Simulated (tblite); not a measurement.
# C6H11BN2O: the cost of one run

Computed with tblite 0.8.0 and PySCF 2.14.0, with density-fitted response routines of our own, on a single molecule in the gas phase. Atoms count from 0, in the outputs and in this text.

## Step 1: The starting structure

21 atoms, charge 0, multiplicity 1; geometry from: force field or distance geometry start.

Bonds of the start (Å): C0–C1 1.34, C1–C2 1.49, C1–B3 1.59, B3–N4 1.52, N4–C5 1.47, C5–C6 1.55, C6–N7 1.45, N7–C8 1.42, C8–O9 1.25, N7–B3 1.50, C0–H10 1.08, C0–H11 1.10, C2–H12 1.12, C2–H13 1.11, C2–H14 1.12, N4–H15 1.05, C5–H16 1.11, C5–H17 1.12, C6–H18 1.12, C6–H19 1.10, C8–H20 1.09.

## Step 2: Geometry optimisation with GFN2-xTB

What the job is given:

```
{"job": {"kind": "relax", "xc": "GFN2-xTB", "basis": "xTB"}, "charge": 0, "multiplicity": 1}
C     -2.108800    -1.690500     0.505000
C     -1.553500    -0.563300     0.025400
C     -2.406200     0.501100    -0.564700
B      0.023000    -0.380600     0.130700
N      0.960400    -1.573700     0.234600
C      2.244800    -0.998400    -0.194700
C      2.178500     0.548600    -0.148300
N      0.778700     0.903000    -0.074500
C      0.296200     2.222900     0.155500
O      1.045000     3.215300    -0.015500
H     -1.528800    -2.481700     0.954300
H     -3.196800    -1.832200     0.456800
H     -2.788400     1.182700     0.241200
H     -1.846400     1.089500    -1.326100
H     -3.294600     0.066700    -1.083900
H      1.026600    -1.814200     1.254600
H      2.461400    -1.320300    -1.230900
H      3.075800    -1.374800     0.453500
H      2.697300     0.921400     0.771300
H      2.650300     0.994200    -1.042300
H     -0.723500     2.401500     0.497700
```

Command:

```bash
OMP_NUM_THREADS=1 python probes_run.py task.json out
```

One launch serves the whole session: the jobs run in the order shown.

Q: Estimate the wall time and peak memory of this first job on 1 thread of Intel Xeon Platinum 8259CL at 2.50GHz, shared host.

About 2.5 s, with a peak of 0.18 GiB.
